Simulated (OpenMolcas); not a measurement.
# Ru⁵⁺ among point charges: CASSCF and CASPT2 levels and susceptibility, part 2 of 2

Aim: the splitting of the states of Ru⁵⁺ in the field of 4 point charges, its lowest levels with spin-orbit coupling and its magnetic susceptibility.

OpenMolcas 26.06; ANO-RCC-VDZP, DKH2, active space 3 electrons in 5 orbitals (4d), orbitals: per spin and parity. Surroundings: 4 point charges of -2 e arranged as a tetrahedron (Td), 1.71 Å from the ion. The steps go on from the part before.

### 6 CASPT2: IPEA 0.25, imaginary shift 0.1 (closed shells correlated: 4s 4p)

a.inp reads:

```
>>> COPY JOB001 $Project.JobIph
&CASPT2
Multistate=10 1 2 3 4 5 6 7 8 9 10
NoMult
Frozen=14
IPEA=0.25
Imaginary=0.1
MaxIter=60
WThr=0.0 0.3 0.05
PrWF=0.5
NoMix
>>> COPY JOB002 $Project.JobIph
&CASPT2
Multistate=40 1 2 3 4 5 6 7 8 9 10 11 12 13 14 15 16 17 18 19 20 21 22
23 24 25 26 27 28 29 30 31 32 33 34 35 36 37 38 39 40
NoMult
Frozen=14
IPEA=0.25
Imaginary=0.1
MaxIter=60
WThr=0.0 0.3 0.05
PrWF=0.5
NoMix
```

On the command line:

```sh
$ OMP_NUM_THREADS=1 MOLCAS_MEM=1689 MOLCAS_PROJECT=a pymolcas a.inp > a.log
```

Output:

```text
Orbital specifications:
      -----------------------

      Symmetry species                           1
                                                 a
      Frozen orbitals                           14
      Inactive orbitals                          4
      Active orbitals                            5
      Secondary orbitals                        20
      Deleted orbitals                           0
      Number of basis functions                 43
Type of calculation                        SS-CASPT2
      Fock operator                              state-specific
      IPEA shift                                 0.25
      Real shift                                 0.00
      Imaginary shift                            0.10
      The input orbitals will be transformed to quasi-canonical
Reference energy:       -4534.1521970286
      E2 (Non-variational):      -0.1975677268
      Shift correction:          -0.0000820183
      E2 (Variational):          -0.1976497451
      Total energy:           -4534.3498467737
      Residual norm:              0.0000000560
      Reference weight:           0.96245
      Contributions to the CASPT2 correlation energy
      Active & Virtual Only:         -0.0133966091
      One Inactive Excited:          -0.0907958479
      Two Inactive Excited:          -0.0933752698
Reference energy:       -4534.1521970286
      E2 (Non-variational):      -0.1965605241
      Shift correction:          -0.0000802066
      E2 (Variational):          -0.1966407307
      Total energy:           -4534.3488377592
      Residual norm:              0.0000000436
      Reference weight:           0.96290
      Contributions to the CASPT2 correlation energy
      Active & Virtual Only:         -0.0130548428
      One Inactive Excited:          -0.0903605459
      Two Inactive Excited:          -0.0931451353
::    CASPT2 Root  1     Total energy:  -4534.34984677
::    CASPT2 Root  2     Total energy:  -4534.34883776
::    CASPT2 Root  3     Total energy:  -4534.34886404
::    CASPT2 Root  4     Total energy:  -4534.33188112
::    CASPT2 Root  5     Total energy:  -4534.33109933
::    CASPT2 Root  6     Total energy:  -4534.33149374
::    CASPT2 Root  7     Total energy:  -4534.30533662
::    CASPT2 Root  8     Total energy:  -4534.27665346
::    CASPT2 Root  9     Total energy:  -4534.27772577
::    CASPT2 Root 10     Total energy:  -4534.27772250
Orbital specifications:
      -----------------------

      Symmetry species                           1
                                                 a
      Frozen orbitals                           14
      Inactive orbitals                          4
      Active orbitals                            5
      Secondary orbitals                        20
      Deleted orbitals                           0
      Number of basis functions                 43
Type of calculation                        SS-CASPT2
      Fock operator                              state-specific
      IPEA shift                                 0.25
      Real shift                                 0.00
      Imaginary shift                            0.10
      The input orbitals will be transformed to quasi-canonical
Reference energy:       -4534.0895226945
      E2 (Non-variational):      -0.2002437131
      Shift correction:          -0.0000816107
      E2 (Variational):          -0.2003253238
      Total energy:           -4534.2898480183
      Residual norm:              0.0000004985
      Reference weight:           0.96247
      Contributions to the CASPT2 correlation energy
      Active & Virtual Only:         -0.0144488894
      One Inactive Excited:          -0.0914016114
      Two Inactive Excited:          -0.0943932122
Reference energy:       -4534.0895226945
      E2 (Non-variational):      -0.2002482853
      Shift correction:          -0.0000818203
      E2 (Variational):          -0.2003301055
      Total energy:           -4534.2898528001
      Residual norm:              0.0000004977
      Reference weight:           0.96246
      Contributions to the CASPT2 correlation energy
      Active & Virtual Only:         -0.0144551586
      One Inactive Excited:          -0.0913997912
      Two Inactive Excited:          -0.0943933356
::    CASPT2 Root  1     Total energy:  -4534.28984802
::    CASPT2 Root  2     Total energy:  -4534.28985280
::    CASPT2 Root  3     Total energy:  -4534.27837186
::    CASPT2 Root  4     Total energy:  -4534.27845857
::    CASPT2 Root  5     Total energy:  -4534.27747578
::    CASPT2 Root  6     Total energy:  -4534.27673939
::    CASPT2 Root  7     Total energy:  -4534.27647265
::    CASPT2 Root  8     Total energy:  -4534.27649604
::    CASPT2 Root  9     Total energy:  -4534.26546632
::    CASPT2 Root 10     Total energy:  -4534.26012579
::    CASPT2 Root 11     Total energy:  -4534.26058541
::    CASPT2 Root 12     Total energy:  -4534.26055318
::    CASPT2 Root 13     Total energy:  -4534.24887955
::    CASPT2 Root 14     Total energy:  -4534.24888047
::    CASPT2 Root 15     Total energy:  -4534.24890838
::    CASPT2 Root 16     Total energy:  -4534.24408313
::    CASPT2 Root 17     Total energy:  -4534.24399967
::    CASPT2 Root 18     Total energy:  -4534.24433126
::    CASPT2 Root 19     Total energy:  -4534.23930213
::    CASPT2 Root 20     Total energy:  -4534.23934762
::    CASPT2 Root 21     Total energy:  -4534.22712264
::    CASPT2 Root 22     Total energy:  -4534.22712516
::    CASPT2 Root 23     Total energy:  -4534.22716158
::    CASPT2 Root 24     Total energy:  -4534.23309757
::    CASPT2 Root 25     Total energy:  -4534.23318563
::    CASPT2 Root 26     Total energy:  -4534.23292297
::    CASPT2 Root 27     Total energy:  -4534.22996634
::    CASPT2 Root 28     Total energy:  -4534.22995656
::    CASPT2 Root 29     Total energy:  -4534.19190090
::    CASPT2 Root 30     Total energy:  -4534.19188217
```

This run: 3.9 s of run time, 1 thread of Arm Neoverse V2, shared host.

SS-CASPT2: lowest energy less the reference's lowest, -0.1970 hartree; reference weights 0.955 to 0.963.

Spin-free states, with their symmetry labels:

```
state  degeneracy  E (cm-1)  free-ion L (%)
  4T1           3         0          F (99)
  4T2           3      3883         F (100)
  4A2           1      9623         F (100)
   2E           2     13022          G (59)
  2T2           3     15600          G (86)
  4T1           3     15762          P (99)
  2T1           3     15937          G (71)
  2A1           1     18374         G (100)
  2T1           3     19481          P (67)
  2T2           3     22012          H (72)
  2T1           3     23055          H (79)
   2E           2     24111          H (69)
  2T2           3     25484          D (74)
   2E           2     26166          D (61)
  2T1           3     26786          H (62)
  2T2           3     34520          F (97)
  2T1           3     35175          F (94)
  2A2           1     35621         F (100)
  2T2           3     54084          D (97)
   2E           2     54233         D (100)
```

With spin-orbit coupling:

```json
{"E (cm-1)": "0", "Degeneracy": "4", "Label": "Γ8", "2S+1": "4", "g": ""}
{"E (cm-1)": "770", "Degeneracy": "2", "Label": "Γ7", "2S+1": "4", "g": "1.68 1.68 1.68"}
{"E (cm-1)": "2110", "Degeneracy": "4", "Label": "Γ8", "2S+1": "4", "g": ""}
{"E (cm-1)": "3380", "Degeneracy": "2", "Label": "Γ6", "2S+1": "4", "g": "2.83 2.83 2.83"}
{"E (cm-1)": "5310", "Degeneracy": "4", "Label": "Γ8", "2S+1": "4", "g": ""}
{"E (cm-1)": "5360", "Degeneracy": "2", "Label": "Γ7", "2S+1": "4", "g": "3.64 3.64 3.64"}
{"E (cm-1)": "6330", "Degeneracy": "2", "Label": "Γ6", "2S+1": "4", "g": "0.88 0.88 0.88"}
{"E (cm-1)": "6720", "Degeneracy": "4", "Label": "Γ8", "2S+1": "4", "g": ""}
{"E (cm-1)": "11770", "Degeneracy": "4", "Label": "Γ8", "2S+1": "4", "g": ""}
{"E (cm-1)": "14410", "Degeneracy": "4", "Label": "Γ8", "2S+1": "2", "g": ""}
{"E (cm-1)": "16100", "Degeneracy": "2", "Label": "Γ6", "2S+1": "4", "g": "2.54 2.54 2.54"}
{"E (cm-1)": "16260", "Degeneracy": "4", "Label": "Γ8", "2S+1": "4", "g": ""}
{"E (cm-1)": "16760", "Degeneracy": "2", "Label": "Γ7", "2S+1": "2", "g": "2.13 2.13 2.13"}
{"E (cm-1)": "17140", "Degeneracy": "2", "Label": "Γ6", "2S+1": "2", "g": "0.16 0.16 0.16"}
{"E (cm-1)": "17590", "Degeneracy": "4", "Label": "Γ8", "2S+1": "2", "g": ""}
{"E (cm-1)": "18320", "Degeneracy": "4", "Label": "Γ8", "2S+1": "4", "g": ""}
{"E (cm-1)": "18350", "Degeneracy": "2", "Label": "Γ7", "2S+1": "4", "g": "2.52 2.52 2.52"}
{"E (cm-1)": "19280", "Degeneracy": "4", "Label": "Γ8", "2S+1": "2", "g": ""}
{"E (cm-1)": "19730", "Degeneracy": "2", "Label": "Γ6", "2S+1": "2", "g": "1.45 1.45 1.45"}
{"E (cm-1)": "21960", "Degeneracy": "2", "Label": "Γ6", "2S+1": "2", "g": "1.44 1.44 1.44"}
{"E (cm-1)": "22250", "Degeneracy": "4", "Label": "Γ8", "2S+1": "2", "g": ""}
{"E (cm-1)": "24320", "Degeneracy": "4", "Label": "Γ8", "2S+1": "2", "g": ""}
{"E (cm-1)": "24800", "Degeneracy": "2", "Label": "Γ7", "2S+1": "2", "g": "3.23 3.23 3.23"}
{"E (cm-1)": "24820", "Degeneracy": "4", "Label": "Γ8", "2S+1": "2", "g": ""}
```

Powder χT (cm³ K/mol): 0.14 at 2 K, 0.14 at 5 K, 0.14 at 10 K, 0.15 at 20 K, 0.16 at 50 K, 0.18 at 100 K, 0.21 at 150 K, 0.23 at 200 K, 0.26 at 250 K, 0.28 at 300 K.

A ligand-field fit to the states below 45000 cm-1 gives 10Dq = -4980 cm-1, B = 834 cm-1 and C = 3868 cm-1 (C/B = 4.64), with a deviation of 363 cm-1.

### 7 The methods side by side

A. CASSCF
B. SS-CASPT2, IPEA 0.25, imaginary shift 0.1 (closed shells correlated: 4s 4p)

```
method  ground state  first state of that spin (cm-1)  first gap with spin-orbit (cm-1)  χT at 300 K
     A           4T1                         4T2 4318                             725.0         0.30
     B           4T1                         4T2 3883                             773.0         0.28
```

### 8 Summary of results

The summary covers parts 1 to 2.

| quantity | value |
| --- | --- |
| method | SS-CASPT2, IPEA 0.25, imaginary shift 0.1 (closed shells correlated: 4s 4p) |
| spin-free ground state | 4T1, 3-fold in its orbital part |
| first state of the same spin within the active space | 4T2 at 3880 cm⁻¹ |
| lowest level | 4-fold Γ8 |
| next level | 773.0 cm⁻¹ |
| χT at 300 K | 0.28 cm³ K/mol |
| effective moment at 300 K | 1.50 μB |

Cost by method:

```
                                              method  time of its own steps  time with the reference
                                           A. CASSCF                    9 s                      9 s
B. SS-CASPT2, IPEA 0.25, imaginary shift 0.1, +4s 4p                  3.9 s                     13 s
```

Times are of one thread on a shared host.

What this shows: The spin-free ground state (4T1) comes to 99 % from free-ion F terms and keeps the highest spin of the shell. χT at 300 K is 0.28, against 1.88 cm³ K/mol for the spin alone, so spin-orbit coupling lowers it. A ligand-field fit to the states below 45000 cm-1 gives 10Dq = -4980 cm-1, B = 834 cm-1 and C = 3868 cm-1 (C/B = 4.64), with a deviation of 363 cm-1. CASPT2 does not keep the components of a term degenerate, and the means are used. The field of point charges can differ much from that of real complexes. Point charges carry no covalency, so the field is a model and not that of real ligands.
